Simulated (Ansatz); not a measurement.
## Molecular dynamics of Y$_{8}$In$_{8}$H$_{2}$C

The input (input.yaml):

```yaml
crystal:
  lattice:
    - [7.62, 0.0, 0.0]
    - [0.0, 7.62, 0.0]
    - [0.0, 0.0, 20.715]
  atoms:
    - { symbol: "Y", position: [0.25, 0.25, 0.1402365] }
    - { symbol: In, position: [0.0, 0.0, 0.0482742] }
    - { symbol: "Y", position: [0.25, 0.25, 0.3241612] }
    - { symbol: In, position: [0.0, 0.0, 0.2321989] }
    - { symbol: "Y", position: [0.25, 0.75, 0.1402365] }
    - { symbol: In, position: [0.0, 0.5, 0.0482742] }
    - { symbol: "Y", position: [0.25, 0.75, 0.3241612] }
    - { symbol: In, position: [0.0, 0.5, 0.2321989] }
    - { symbol: "Y", position: [0.75, 0.25, 0.1402365] }
    - { symbol: In, position: [0.5, 0.0, 0.0482742] }
    - { symbol: "Y", position: [0.75, 0.25, 0.3241612] }
    - { symbol: In, position: [0.5, 0.0, 0.2321989] }
    - { symbol: "Y", position: [0.75, 0.75, 0.1402365] }
    - { symbol: In, position: [0.5, 0.5, 0.0482742] }
    - { symbol: "Y", position: [0.75, 0.75, 0.3241612] }
    - { symbol: In, position: [0.5, 0.5, 0.2321989] }
    - { symbol: C, position: [0.0020479, 0.0137192, 0.4844772] }
    - { symbol: H, position: [-0.1156447, 0.0236429, 0.5134417] }
    - { symbol: H, position: [0.1197405, 0.0037955, 0.5134417] }
basis:
  ecutwfc: 420.0
kpoints:
  mp_grid: { grid: [2, 2, 1] }
hamiltonian:
  xc: lda
scf:
  occupations: { method: fermi_dirac, width: 0.05 }
  lower_state_search: "off"
md:
  timestep: 0.5
  n_steps: 500
  ensemble: nve
  initial_velocities: zero
  seed: 965538
  initial_site_velocities:
    - { site: 16, velocity: [0.021324, 0.0, -0.025413] }
    - { site: 17, velocity: [0.021324, 0.0, -0.025413] }
    - { site: 18, velocity: [0.021324, 0.0, -0.025413] }
  constraints: [{ sites: [1, 5, 9, 13] }]
```

Command:

```bash
$ ansatz run input.yaml --threads 4 --pin off --max-ram 10240MiB --backend cpu --events-out ev --progress --plain --runs-dir out
```

It starts from an unrelaxed structure (largest force component 2.00 eV/Å).

Output, in part (step lines):

```
md step     0: t =     0.00 fs  T =   412.6 K  F+E_penalty+E_count = -73890.59128811 eV  E_kin = 0.799976 eV  conserved = -73889.79131242 eV  (14 SCF iters)
md step     1: t =     0.50 fs  T =   421.7 K  F+E_penalty+E_count = -73890.60903985 eV  E_kin = 0.817699 eV  conserved = -73889.79134119 eV  (9 SCF iters)
md step     2: t =     1.00 fs  T =   432.3 K  F+E_penalty+E_count = -73890.62954967 eV  E_kin = 0.838133 eV  conserved = -73889.79141659 eV  (8 SCF iters)
md step     3: t =     1.50 fs  T =   443.6 K  F+E_penalty+E_count = -73890.65163885 eV  E_kin = 0.860129 eV  conserved = -73889.79150987 eV  (9 SCF iters)
md step     4: t =     2.00 fs  T =   455.0 K  F+E_penalty+E_count = -73890.67384071 eV  E_kin = 0.882252 eV  conserved = -73889.79158830 eV  (8 SCF iters)
md step     5: t =     2.50 fs  T =   465.9 K  F+E_penalty+E_count = -73890.69490632 eV  E_kin = 0.903279 eV  conserved = -73889.79162768 eV  (4 SCF iters)
md step     6: t =     3.00 fs  T =   475.8 K  F+E_penalty+E_count = -73890.71418613 eV  E_kin = 0.922567 eV  conserved = -73889.79161937 eV  (5 SCF iters)
md step     7: t =     3.50 fs  T =   484.9 K  F+E_penalty+E_count = -73890.73177507 eV  E_kin = 0.940205 eV  conserved = -73889.79157034 eV  (3 SCF iters)
[... lines left out ...]
md step   500: t =   250.00 fs  T =  1650.2 K  F+E_penalty+E_count = -73892.99177799 eV  E_kin = 3.199630 eV  conserved = -73889.79214754 eV  (7 SCF iters)
```

The steps, from the saved trajectory:

```
time (fs)  T (K)  potential energy less start (eV)  conserved less start (meV/atom)
      0.0    413                             0.000                             0.00
      8.0    592                            -0.348                            -0.01
     16.0    859                            -0.866                             0.00
     24.0   1294                            -1.710                             0.00
     32.0   1939                            -2.960                            -0.02
     40.0   2562                            -4.169                            -0.04
     48.0   2248                            -3.559                            -0.04
     56.0   1317                            -1.755                            -0.06
     64.0    825                            -0.799                             0.01
     72.0   1368                            -1.853                            -0.03
     80.0   1974                            -3.029                            -0.06
     88.0   2114                            -3.299                             0.00
     96.0   2043                            -3.162                            -0.04
    104.0   1903                            -2.891                            -0.04
    112.0   1496                            -2.100                             0.01
    120.0   1673                            -2.445                            -0.07
    128.0   1750                            -2.593                             0.00
    136.0   1956                            -2.993                            -0.04
    144.0   2262                            -3.588                            -0.12
    152.0   2235                            -3.536                            -0.08
    160.0   2396                            -3.847                            -0.05
    168.0   2354                            -3.764                             0.02
    176.0   2231                            -3.525                             0.02
    184.0   2279                            -3.622                            -0.17
    192.0   2249                            -3.564                            -0.17
    200.0   2123                            -3.317                            -0.04
    208.0   2110                            -3.294                            -0.12
    216.0   1992                            -3.063                            -0.08
    224.0   1586                            -2.274                             0.09
    232.0   1578                            -2.260                             0.00
    240.0   1312                            -1.746                            -0.14
    248.0   1527                            -2.161                            -0.01
```

All steps were run. The conserved energy stayed within 0.24 meV per atom of its start (net change -0.044 meV per atom), so the integration is sound. A run of 0.25 ps of so small a system gives no equilibrium averages. Limits of this set-up: coarse k mesh, thin slab, slab without dipole correction.

Mean squared displacements from the first frame to the last: Y 0.49 Å², In 0.32 Å², C 24.94 Å², H 29.34 Å².

Last frame:

```xyz
19
Lattice="7.6200 0.0000 0.0000 0.0000 7.6200 0.0000 0.0000 0.0000 20.7150" Properties=species:S:1:pos:R:3
Y 1.984 1.968 2.472
In 0.000 0.000 1.000
Y 2.115 1.637 5.939
In 0.123 -0.017 4.017
Y 1.999 5.629 2.464
In 0.000 3.810 1.000
Y 1.896 6.093 5.899
In -0.048 3.798 3.997
Y 5.737 1.721 2.261
In 3.810 0.000 1.000
Y 5.868 1.390 6.263
In 3.704 -0.047 4.156
Y 5.763 5.897 2.231
In 3.810 3.810 1.000
Y 5.899 6.076 6.119
In 4.252 3.848 4.046
C -3.991 0.825 7.144
H -3.332 0.689 8.027
H -5.165 0.393 7.714
```

Run time: 34 min on 4 threads of Intel(R) Xeon(R) 6975P-C (Granite Rapids), on a shared host, peak memory 3.4 GiB.
